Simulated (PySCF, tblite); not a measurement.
# C₇H₁₂BN: geometry, infrared bands and NMR shifts

Aim: predict the infrared bands and NMR shifts of C₇H₁₂BN (`C[NH2+][BH2-]c1ccccc1`).

Computed with tblite 0.8.0 and PySCF 2.14.0, with density-fitted response routines of our own, on a single molecule in the gas phase. Atoms are numbered from 0 throughout.

**1. The molecule as given**

21 atoms, charge 0, multiplicity 1; geometry from: force field or distance geometry start.

Bonds of the start (Å): C0–N1 1.44, N1–B2 1.52, B2–C3 1.55, C3–C4 1.37, C4–C5 1.38, C5–C6 1.39, C6–C7 1.39, C7–C8 1.39, C8–C3 1.39, C0–H9 1.13, C0–H10 1.11, C0–H11 1.10, N1–H12 1.08, N1–H13 1.05, B2–H14 1.22, B2–H15 1.22, C4–H16 1.09, C5–H17 1.07, C6–H18 1.10, C7–H19 1.09, C8–H20 1.07.

**2. Optimising the geometry with GFN2-xTB**

The job: settings as JSON, then the geometry in Å.

```
{"job": {"kind": "relax", "xc": "GFN2-xTB", "basis": "xTB"}, "charge": 0, "multiplicity": 1}
C     -2.937200     0.164100    -0.331000
N     -1.973800    -0.667500     0.342200
B     -0.923400     0.113200     1.114900
C      0.501800     0.067700     0.497500
C      0.940300     1.176600    -0.170000
C      2.195400     1.220000    -0.751600
C      3.035300     0.122600    -0.635900
C      2.612700    -1.002600     0.054700
C      1.344200    -1.032700     0.617900
H     -3.847300    -0.489000    -0.485800
H     -3.262500     1.022700     0.286000
H     -2.613200     0.473700    -1.341000
H     -2.539100    -1.196700     1.095100
H     -1.575400    -1.421800    -0.268400
H     -1.255900     1.282800     1.204100
H     -0.927000    -0.281200     2.266100
H      0.336600     2.074600    -0.300000
H      2.586800     2.057000    -1.288700
H      4.041200     0.126300    -1.070200
H      3.232500    -1.887700     0.171000
H      1.018800    -1.905000     1.147500
```

Run with:

```bash
$ OMP_NUM_THREADS=1 python probes_run.py task.json out
```

One launch serves the whole session: the jobs run in the order shown.

**Question.** This job is followed by: GFN2-xTB harmonic vibrations, gas phase; GIAO PBE0/pcSseg-1 NMR shielding, non-relativistic, gas phase. Predict these results of the whole session: strongest single infrared mode (GFN2-xTB); zero-point energy (GFN2-xTB); 13C shifts against TMS (PBE0/pcSseg-1, means over atoms taken as alike); 1H shifts against TMS (PBE0/pcSseg-1, means over atoms taken as alike); 15N shifts against NH3 (PBE0/pcSseg-1); 11B shifts against BF3·OEt2 (PBE0/pcSseg-1); surface potential, 1st and 99th percentile.

As calculated:

| quantity | value |
| --- | --- |
| strongest single infrared mode (GFN2-xTB) | 2431 cm⁻¹, 255 km/mol |
| zero-point energy (GFN2-xTB) | 110.6 kcal/mol |
| 13C shifts against TMS (PBE0/pcSseg-1, means over atoms taken as alike) | 156.8, 140.8, 133.2, 131.2, 31.4 ppm |
| 1H shifts against TMS (PBE0/pcSseg-1, means over atoms taken as alike) | 7.78, 7.57, 7.46, 2.82, 2.82, 2.29 ppm |
| 15N shifts against NH3 (PBE0/pcSseg-1) | 55.7 ppm |
| 11B shifts against BF3·OEt2 (PBE0/pcSseg-1) | -13.6 ppm |
| surface potential, 1st and 99th percentile | -1.41 V and 2.27 V |

What this shows: The optimisation took 125 steps and gained 0.770 eV; among the close pairs (by a distance rule), N1–B2 changed most, from 1.520 to 1.653 Å. All 57 modes are real, so the xTB geometry is a minimum. The strongest single mode, at 2431 cm⁻¹, moves mainly H15. GFN2-xTB is a fitted tight-binding method: band positions and strengths are rough. Its intensities can rank the bands wrongly. At PBE0/pcSseg-1: Shielding is most anisotropic at C3 (span 264 ppm, paramagnetic term -227 ppm). NICS(1)zz of -29 ppm above the planar ring from C3 marks a diatropic (aromatic) ring current.
